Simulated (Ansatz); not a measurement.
# GaH₂O radical: an energy map over bond length O1–Ga2 and bond length O1–H3

How does the energy of GaH₂O, SMILES [OH][GaH], spin multiplicity 2 change over two coordinates at once? A grid of runs gives the map.

Computed with Ansatz 0.2.0. Level: UKS SPW92 (LDA)/def2-TZVP.

**1. The starting structure**

SMILES `[OH][GaH]`, 4 atoms, charge 0, spin multiplicity 2.

Atoms are counted from 1 here; the program's logs count them from 0.

Bond lengths: O1–Ga2 1.817 Å, O1–H3 0.977 Å, Ga2–H4 1.634 Å. Angles: Ga2–O1–H3 111.8°, O1–Ga2–H4 118.6°.

Coordinates:

```xyz
4
charge 0, multiplicity 2
O     0.2952   -1.0041    0.5543
Ga    0.6868    0.7103    0.0952
H    -0.5575   -1.2947    0.1758
H    -0.3691    1.5283   -0.8456
```

**3. Setting up the map**

The axes are (1) bond length O1–Ga2: 15 values from 1.536 to 2.501 Å; (2) bond length O1–H3: 15 values from 0.819 to 1.267 Å.

Nothing else is relaxed (all other coordinates rigid). Energies count from the relaxed molecule at the same level. Points are written as (first, second).

(The set-up runs are not shown.)

**4. Point (1.812 Å, 0.979 Å)**

File input.yaml:

```yaml
crystal:
  periodic: [false, false, false]
  atoms:
    - { symbol: O, position_ang: [0.290256, -0.979126, 0.541502] }
    - { symbol: Ga, position_ang: [0.68955, 0.729426, 0.089] }
    - { symbol: H, position_ang: [-0.559808, -1.298967, 0.17608] }
    - { symbol: H, position_ang: [-0.356743, 1.535649, -0.841278] }
magnetization:
  spin_polarized: true
  initial_magnetization: 1
basis:
  gaussian: { orbitals: def2-TZVP }
hamiltonian:
  xc: lda
output:
  forces: true
```

Command:

```sh
ansatz run input.yaml --threads 1 --pin off --max-ram 2560MiB --backend cpu --events-out ev --progress --plain --runs-dir out
```

The session goes on with these runs: all other points of the grid.

What does the calculation give? Wanted: lowest point; highest computed point; dipole moment; largest force on an atom.

The runs gave:

| quantity | value |
| --- | --- |
| lowest point | (1.812 Å, 0.979 Å), 0.7 kJ/mol |
| highest computed point | (2.501 Å, 1.267 Å), 290 kJ/mol above the lowest |
| dipole moment (D) | 1.12 at (1.674 Å, 0.819 Å) to 3.62 at (2.501 Å, 0.819 Å); 1.40 at the lowest point |
| largest force on an atom (eV/Å) | 0.5 at (1.812 Å, 0.979 Å) to 15.0 at (2.225 Å, 0.819 Å); 0.5 at the lowest point |
| time for the whole task | 6 min on 1 thread, shared host |

What this shows: The lowest computed point is at (1.812 Å, 0.979 Å), 0.7 kJ/mol from the relaxed molecule at the same level. No other kind of well shows on this grid. The highest computed point, (2.501 Å, 1.267 Å), lies 290 kJ/mol above the lowest. Round the minimum the two coordinates are nearly uncoupled.
